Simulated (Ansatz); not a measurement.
Born–Oppenheimer molecular dynamics of a periodic cell of 36 atoms, Mg (start crystal Mg, start structure hcp, volume 1.15 times the crystal's). It starts from a structure without forces on its atoms.

Method: DFT PBEsol, scalar-relativistic, plane waves, PAW in Ansatz 0.2.0. Settings: accuracy low, cutoff 420 eV, k mesh 1x1x1, fermi-dirac smearing 0.16 eV, no spin polarisation.

```json
{"ensemble": "NVT, Nosé–Hoover chain", "time step": "3 fs", "steps asked": "300", "set temperature": "1800 K", "thermostat": "time constant 100 fs, chain length 5", "seed": "273228"}
```

First frame:

```xyz
36
Lattice="10.0892 0.0000 0.0000 -5.0446 8.7375 0.0000 0.0000 0.0000 10.9233" Properties=species:S:1:pos:R:3
Mg 0.000 0.000 0.000
Mg 0.000 1.942 2.731
Mg 0.000 0.000 5.462
Mg 0.000 1.942 8.193
Mg -1.681 2.913 0.000
Mg -1.681 4.854 2.731
Mg -1.681 2.913 5.462
Mg -1.681 4.854 8.193
Mg -3.363 5.825 0.000
Mg -3.363 7.767 2.731
Mg -3.363 5.825 5.462
Mg -3.363 7.767 8.193
Mg 3.363 0.000 0.000
Mg 3.363 1.942 2.731
Mg 3.363 0.000 5.462
Mg 3.363 1.942 8.193
Mg 1.681 2.913 0.000
Mg 1.681 4.854 2.731
Mg 1.681 2.913 5.462
Mg 1.681 4.854 8.193
Mg 0.000 5.825 0.000
Mg 0.000 7.767 2.731
Mg 0.000 5.825 5.462
Mg 0.000 7.767 8.193
Mg 6.726 0.000 0.000
Mg 6.726 1.942 2.731
Mg 6.726 0.000 5.462
Mg 6.726 1.942 8.193
Mg 5.045 2.913 0.000
Mg 5.045 4.854 2.731
Mg 5.045 2.913 5.462
Mg 5.045 4.854 8.193
Mg 3.363 5.825 0.000
Mg 3.363 7.767 2.731
Mg 3.363 5.825 5.462
Mg 3.363 7.767 8.193
```

Question: What does the run give?

Answer: All steps were run.

| Quantity | Value |
| --- | --- |
| steps done | 300 |
| time covered | 900 fs |
| mean temperature over the second half | 1934 K |
| spread of the potential energy over the second half | 27.9 meV per atom |
| mean potential energy of the second half above the start | 260.3 meV per atom |

The conserved energy stayed within 0.61 meV per atom of its start (net change 0.44 meV per atom), so the integration is sound. A run of 0.9 ps of so small a system gives no equilibrium averages. Limits of this set-up: coarse k mesh, low accuracy level.

Question: What happens to the structure?

Answer: Mean squared displacements from the first frame to the last, about the centre of mass: Mg 4.79 Å². Another seed would give other details.

Question: How do temperature and energy run in time?

Answer: 
| time (fs) | T (K) | potential energy less start (eV) | conserved less start (meV/atom) |
| --- | --- | --- | --- |
| 0.0 | 1800 | 0.000 | 0.00 |
| 45.0 | 652 | 5.321 | 0.24 |
| 90.0 | 717 | 5.738 | 0.12 |
| 135.0 | 1100 | 4.809 | 0.10 |
| 180.0 | 1183 | 5.408 | 0.19 |
| 225.0 | 1378 | 5.499 | 0.16 |
| 270.0 | 1467 | 6.032 | 0.18 |
| 315.0 | 1853 | 5.239 | 0.19 |
| 360.0 | 1577 | 7.169 | 0.31 |
| 405.0 | 1687 | 7.332 | 0.31 |
| 450.0 | 1536 | 8.769 | 0.28 |
| 495.0 | 2200 | 6.597 | 0.19 |
| 540.0 | 1795 | 8.930 | 0.36 |
| 585.0 | 1654 | 9.829 | 0.36 |
| 630.0 | 1925 | 8.974 | 0.32 |
| 675.0 | 1954 | 9.070 | 0.28 |
| 720.0 | 1823 | 9.831 | 0.22 |
| 765.0 | 2133 | 9.067 | 0.25 |
| 810.0 | 1761 | 11.561 | 0.55 |
| 855.0 | 2508 | 9.018 | 0.27 |
| 900.0 | 2018 | 10.954 | 0.44 |

Run time: 7.1 min on 4 threads of Intel(R) Xeon(R) 6975P-C (Granite Rapids) (shared host), peak memory 1.1 GiB.
